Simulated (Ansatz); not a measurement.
**Si3PH9: up Jacob's ladder to CCSD(T)**

An exercise on one series of results from a longer session: the logs are not shown, and one member is left open.

Method: functionals in def2-TZVPP, the program's frozen cores in correlated methods; program: Ansatz 0.2.0, Gaussian basis.

Levels to be run: LDA (SPW92), PBE-D4, revPBE-D4, BLYP-D4, r2SCAN-D4, B97M-V, PBE0-D4, B3LYP-D4, r2SCANh-D4, r2SCAN0-D4, HSE06-D4, BHLYP-D4, CAM-B3LYP-D4, LC-ωPBE, ωB97X-V, ωB97M-V, B2PLYP, PBE-QIDH; CCSD(T)/def2-SVP; CCSD(T)/def2-TZVPP; MP2/def2-QZVPP; extrapolation to the limit; RPA on PBE.

**The relaxed structure**

An earlier PBE0-D4 in a triple-zeta def2 set relaxation fixed the geometry.

13 atoms, charge 0, spin multiplicity 1.

Atoms are counted from 1 here; the program's logs count them from 0.

Bond lengths: Si1–P2 2.246 Å, Si1–H5 1.486 Å, Si1–H6 1.488 Å, Si1–H7 1.486 Å, P2–Si3 2.246 Å, P2–Si4 2.246 Å, Si3–H8 1.488 Å, Si3–H9 1.486 Å, Si3–H10 1.486 Å, Si4–H11 1.486 Å, Si4–H12 1.488 Å, Si4–H13 1.486 Å. Angles: P2–Si1–H5 108.3°, P2–Si1–H6 112.9°, P2–Si1–H7 108.3°, H5–Si1–H6 109.0°, H5–Si1–H7 109.3°, H6–Si1–H7 109.0°, Si1–P2–Si3 96.1°, Si1–P2–Si4 96.1°, Si3–P2–Si4 96.1°, P2–Si3–H8 112.9°, P2–Si3–H9 108.3°, P2–Si3–H10 108.3°, H8–Si3–H9 109.0°, H8–Si3–H10 109.0°, H9–Si3–H10 109.3°, P2–Si4–H11 108.3°, P2–Si4–H12 112.9°, P2–Si4–H13 108.3° and more.

The first run:

File in.yaml:

```yaml
crystal:
  periodic: [false, false, false]
  atoms:
    - {symbol: Si, position_ang: [-1.173891, 1.450236, -0.493191]}
    - {symbol: P, position_ang: [0.702537, 0.307633, -0.957725]}
    - {symbol: Si, position_ang: [1.525974, 0.341554, 1.131091]}
    - {symbol: Si, position_ang: [-0.220765, -1.734422, -0.816741]}
    - {symbol: H, position_ang: [-2.080459, 1.357214, -1.667029]}
    - {symbol: H, position_ang: [-1.884103, 0.933031, 0.708235]}
    - {symbol: H, position_ang: [-0.810278, 2.872730, -0.263799]}
    - {symbol: H, position_ang: [0.526254, -0.070669, 2.153801]}
    - {symbol: H, position_ang: [2.687393, -0.583564, 1.191016]}
    - {symbol: H, position_ang: [1.981916, 1.723738, 1.431291]}
    - {symbol: H, position_ang: [0.871001, -2.742605, -0.821377]}
    - {symbol: H, position_ang: [-1.040441, -1.915147, 0.412399]}
    - {symbol: H, position_ang: [-1.085137, -1.939728, -2.007981]}
basis:
  gaussian: {orbitals: def2-TZVPP}
hamiltonian: {xc: lda}
output: {orbitals: {seedname: orbitals}}
```

Run with:

```console
ansatz run in.yaml --threads 2 --pin off --events-out ev --progress --plain --max-ram 32768MiB --backend cpu
```

Steps of the session up to this table: LDA; PBE-D4 (GGA); revPBE-D4 (GGA); BLYP-D4 (GGA); r2SCAN-D4 (meta-GGA); B97M-V (meta-GGA); B3LYP-D4 (hybrid); r2SCANh-D4 (hybrid); r2SCAN0-D4 (hybrid); HSE06-D4 (hybrid); BHLYP-D4 (hybrid); CAM-B3LYP-D4 (range-separated); LC-ωPBE (range-separated); ωB97X-V (range-separated); ωB97M-V (range-separated); B2PLYP (double hybrid); PBE-QIDH (double hybrid).

One of the session's tables, all rows but one given; the rest of the session is left out.

It belongs to the step «Orbital energies across the functionals». 

```
  functional  HOMO (eV)  gap (eV)
 LDA (SPW92)      -6.48      5.17
      PBE-D4      -6.42      5.39
   revPBE-D4      -6.39      5.48
     BLYP-D4      -6.25      5.39
   r2SCAN-D4      -6.65      5.95
      B97M-V      -6.87      5.98
     PBE0-D4      -7.46      7.25
    B3LYP-D4      -7.24      6.86
  r2SCANh-D4      -7.04      6.62
  r2SCAN0-D4      -7.62      7.61
    HSE06-D4      -7.07      6.49
    BHLYP-D4      -8.36      9.04
CAM-B3LYP-D4      -8.66      9.44
     LC-ωPBE          ?         ?
     ωB97X-V      -9.65     11.41
     ωB97M-V      -9.49     10.91
```

**Question.** Estimate the row for LC-ωPBE.

As computed: HOMO (eV): -9.96; gap (eV): 11.84. In the column «HOMO (eV)» it is the lowest.
